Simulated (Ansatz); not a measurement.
**BFH6SiSn: small, medium and large basis sets**

An exercise on one series of results from a longer session: the logs are not shown, and one member is left open.

The runs use Ansatz 0.2.0, Gaussian basis; one geometry, several basis sets.

Levels to be run: PBE0-D4/def2-SVP; ωB97M-V/def2-SVP; PBE0-D4/def2-QZVPP; ωB97M-V/def2-QZVPP; the functionals' def2-TZVPP values are taken from earlier runs.

## The relaxed structure

An earlier PBE0-D4 in a triple-zeta def2 set relaxation fixed the geometry. Sn takes the def2 core potential; no spin-orbit term is included.

SMILES `F[SiH2][BH][SnH3]`, 10 atoms, charge 0, spin multiplicity 1.

Atoms are counted from 1 here; the program's logs count them from 0.

Bond lengths: F1–Si2 1.608 Å, Si2–B3 1.993 Å, Si2–H5 1.490 Å, Si2–H6 1.490 Å, B3–Sn4 2.247 Å, B3–H7 1.197 Å, Sn4–H8 1.709 Å, Sn4–H9 1.709 Å, Sn4–H10 1.709 Å. Angles: F1–Si2–B3 112.3°, F1–Si2–H5 107.2°, F1–Si2–H6 107.2°, B3–Si2–H5 110.4°, B3–Si2–H6 110.4°, H5–Si2–H6 109.2°, Si2–B3–Sn4 123.2°, Si2–B3–H7 117.6°, Sn4–B3–H7 119.2°, B3–Sn4–H8 109.7°, B3–Sn4–H9 109.9°, B3–Sn4–H10 113.6°, H8–Sn4–H9 107.4°, H8–Sn4–H10 108.0°, H9–Sn4–H10 108.0°.

The first run:

The input, in.yaml:

```yaml
crystal:
  periodic: [false, false, false]
  atoms:
    - {symbol: F, position_ang: [-2.182588, 0.906180, -0.173773]}
    - {symbol: Si, position_ang: [-0.827017, 1.404872, -0.879646]}
    - {symbol: B, position_ang: [0.740878, 0.275858, -0.390802]}
    - {symbol: Sn, position_ang: [0.604244, -1.487412, 0.995159]}
    - {symbol: H, position_ang: [-1.057098, 1.366922, -2.350874]}
    - {symbol: H, position_ang: [-0.602520, 2.815263, -0.455873]}
    - {symbol: H, position_ang: [1.800305, 0.563322, -0.867443]}
    - {symbol: H, position_ang: [-0.483487, -2.639602, 0.354414]}
    - {symbol: H, position_ang: [-0.011448, -0.990779, 2.509957]}
    - {symbol: H, position_ang: [2.101732, -2.265823, 1.261782]}
basis:
  gaussian: {orbitals: def2-SVP}
hamiltonian: {xc: pbe0, dispersion: d4}
output: {orbitals: {seedname: orbitals}}
```

Among the steps run: PBE0-D4 in def2-SVP; ωB97M-V in def2-SVP; PBE0-D4 in def2-QZVPP; ωB97M-V in def2-QZVPP.

One of the session's tables, all rows but one given; the rest of the session is left out.

It belongs to the step «Functionals by basis». 

```
functional       basis  HOMO (eV)  LUMO (eV)
   PBE0-D4    def2-SVP      -7.83      -3.09
   PBE0-D4  def2-TZVPP      -7.83      -3.13
   PBE0-D4  def2-QZVPP      -7.84      -3.14
   ωB97M-V    def2-SVP          ?          ?
   ωB97M-V  def2-TZVPP      -9.90      -1.16
   ωB97M-V  def2-QZVPP      -9.90      -1.18
```

Q: Estimate the row for ωB97M-V, def2-SVP from the others.

The run gave: HOMO (eV): -9.86; LUMO (eV): -1.05. In the column «HOMO (eV)» it lies between ωB97M-V, def2-QZVPP (-9.90) and PBE0-D4, def2-QZVPP (-7.84).
